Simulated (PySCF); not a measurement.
# RuO₂F: structure of the quartet

Aim: relax RuO₂F as a quartet from a T-shaped (ligand arrangement 1) start, check by its vibrations whether the end is a minimum, and collect its spectrum and constants.

Method: PBE0, basis Ru def2-TZVP with ECP28, O def2-TZVP, F def2-TZVP, scalar-relativistic core potentials, no spin–orbit coupling, density fitting; program: PySCF 2.14.0.

## 1. Where the work starts

4 atoms, charge 0, spin multiplicity 4.

Bond lengths: Ru1–O2 1.710 Å, Ru1–O3 1.710 Å, Ru1–F4 1.890 Å. Angles: O2–Ru1–O3 176.0°, O2–Ru1–F4 88.0°, O3–Ru1–F4 88.0°.

```xyz
4
charge 0 multiplicity 4
Ru    0.0000    0.0000    0.0000
O     1.7090    0.0000    0.0597
O    -1.7090    0.0000    0.0597
F     0.0000    0.0000    1.8900
```

## 2. First SCF at the start

One driver script runs all steps and calls PySCF; scf.py shows how it sets up the SCF of each step. The optimiser is the driver's own. After this first run the driver tries any further starts and a stability analysis.

scf.py reads:

```python
from pyscf import gto, scf, dft
mol = gto.M(atom='''
Ru     0.000000     0.000000     0.000000
O      1.709000     0.000000     0.059700
O     -1.709000     0.000000     0.059700
F      0.000000     0.000000     1.890000''',
    basis={'Ru': 'def2-TZVP', 'O': 'def2-TZVP', 'F': 'def2-TZVP'},
    ecp={'Ru': 'def2-TZVP'},
    charge=0, spin=3)
mf = dft.UKS(mol, xc='PBE0')
mf.grids.atom_grid = (50, 194)
aux = {'Ru': 'def2-universal-JKFIT', 'O': 'def2-universal-JKFIT', 'F': 'def2-universal-JKFIT'}
mf = mf.density_fit(auxbasis=aux)
mf.conv_tol = 1e-08
mf.diis_space = 10
mf.max_cycle = 60
mf.init_guess = 'minao'
mf.verbose = 4
mf.kernel()
```

Started as:

```sh
$ OMP_NUM_THREADS=4 python axn.py task.json out
```

The runs that follow: T-shaped (ligand arrangement 1) start, quartet: relaxation; Hessian and properties.

Before running it: what results should come out? Wanted: minimum; geometry; wavenumbers; dipole moment; highest occupied, lowest empty level; polar-tensor charge of Ru1; zero-point energy; atomisation energy; ⟨S²⟩.

**Answer**, as computed:

| quantity | value |
| --- | --- |
| minimum | quartet, C2v |
| geometry | Ru–F 1.845 Å, Ru–O 1.680 Å (×2); F–Ru–O 123.7° (×2), O–Ru–O 112.6° |
| wavenumbers (cm⁻¹) | 171 (b1), 200 (b2), 326 (a1), 680 (a1), 923 (b2), 1000 (a1) |
| dipole moment | 0.38 D |
| highest occupied, lowest empty level (either spin) | -8.29, -5.03 eV |
| polar-tensor charge of Ru1 | +1.65 e |
| zero-point energy | 19.7 kJ/mol |
| entropy at 298.15 K | 309.6 J/(mol K) |
| atomisation energy (no zero-point energy) | 1312 kJ/mol |
| ⟨S²⟩ | 3.761 |

What this shows: The molecule stays C2v, as typed, and the end point is a minimum. The strongest infrared band lies at 923 cm⁻¹ (b2, stretch). Most of the spin sits on Ru1 (Mulliken spin 1.99, against 3 for the whole molecule). Other starts or spin states, not run here, may lie lower. One determinant may miss the lowest occupation of an open d or f shell.
